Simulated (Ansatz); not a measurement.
# CH5InO2: how energies converge with the basis set

An exercise on one series of results from a longer session: the logs are not shown, and one member is left open.

Method: one geometry, several basis sets; program: Ansatz 0.2.0, Gaussian basis.

Plan: PBE0-D4/def2-SVP; ωB97M-V/def2-SVP; PBE0-D4/def2-QZVPP; ωB97M-V/def2-QZVPP; the functionals' def2-TZVPP values are taken from earlier runs.

## The geometry

An earlier PBE0-D4 in a triple-zeta def2 set relaxation fixed the geometry. In takes the def2 core potential; no spin-orbit term is included.

SMILES `[CH3][In]([OH])[OH]`, 9 atoms, charge 0, spin multiplicity 1.

Atoms are counted from 1 here; the program's logs count them from 0.

Bond lengths: C1–In2 2.127 Å, C1–H5 1.090 Å, C1–H6 1.090 Å, C1–H7 1.089 Å, In2–O3 1.981 Å, In2–O4 1.993 Å, O3–H8 0.961 Å, O4–H9 0.959 Å. Angles: In2–C1–H5 109.8°, In2–C1–H6 109.5°, In2–C1–H7 109.4°, H5–C1–H6 109.0°, H5–C1–H7 109.7°, H6–C1–H7 109.5°, C1–In2–O3 124.7°, C1–In2–O4 129.1°, O3–In2–O4 106.2°, In2–O3–H8 111.0°, In2–O4–H9 114.4°.

Geometry (Å):

```xyz
9
CH5InO2
C    -0.0866    0.9202   -1.3662
In    0.1229   -0.3361    0.3378
O     1.4408   -1.8060    0.5009
O    -0.8986   -0.3129    2.0486
H    -1.1264    0.9292   -1.6928
H     0.2121    1.9363   -1.1077
H     0.5475    0.5489   -2.1698
H     1.3655   -2.2434    1.3531
H    -1.5771    0.3637    2.0961
```

Set-up of the first run:

Input file in.yaml:

```yaml
crystal:
  periodic: [false, false, false]
  atoms:
    - {symbol: C, position_ang: [-0.086637, 0.920171, -1.366187]}
    - {symbol: In, position_ang: [0.122878, -0.336095, 0.337837]}
    - {symbol: O, position_ang: [1.440752, -1.805953, 0.500871]}
    - {symbol: O, position_ang: [-0.898639, -0.312883, 2.048610]}
    - {symbol: H, position_ang: [-1.126359, 0.929180, -1.692770]}
    - {symbol: H, position_ang: [0.212108, 1.936307, -1.107727]}
    - {symbol: H, position_ang: [0.547516, 0.548907, -2.169843]}
    - {symbol: H, position_ang: [1.365474, -2.243371, 1.353110]}
    - {symbol: H, position_ang: [-1.577104, 0.363747, 2.096109]}
basis:
  gaussian: {orbitals: def2-SVP}
hamiltonian: {xc: pbe0, dispersion: d4}
output: {orbitals: {seedname: orbitals}}
```

Among the steps run: PBE0-D4 in def2-SVP; ωB97M-V in def2-SVP; PBE0-D4 in def2-QZVPP; ωB97M-V in def2-QZVPP.

One of the session's tables, all rows but one given; the rest of the session is left out.

It belongs to the step «Functionals by basis». 

| functional | basis | HOMO (eV) |
| --- | --- | --- |
| PBE0-D4 | def2-SVP | -7.70 |
| PBE0-D4 | def2-TZVPP | -8.04 |
| PBE0-D4 | def2-QZVPP | -8.11 |
| ωB97M-V | def2-SVP | ? |
| ωB97M-V | def2-TZVPP | -10.51 |
| ωB97M-V | def2-QZVPP | -10.55 |

**Question.** Estimate the row for ωB97M-V, def2-SVP.

As computed: HOMO (eV): -10.15. In the column «HOMO (eV)» it lies between ωB97M-V, def2-TZVPP (-10.51) and PBE0-D4, def2-QZVPP (-8.11).
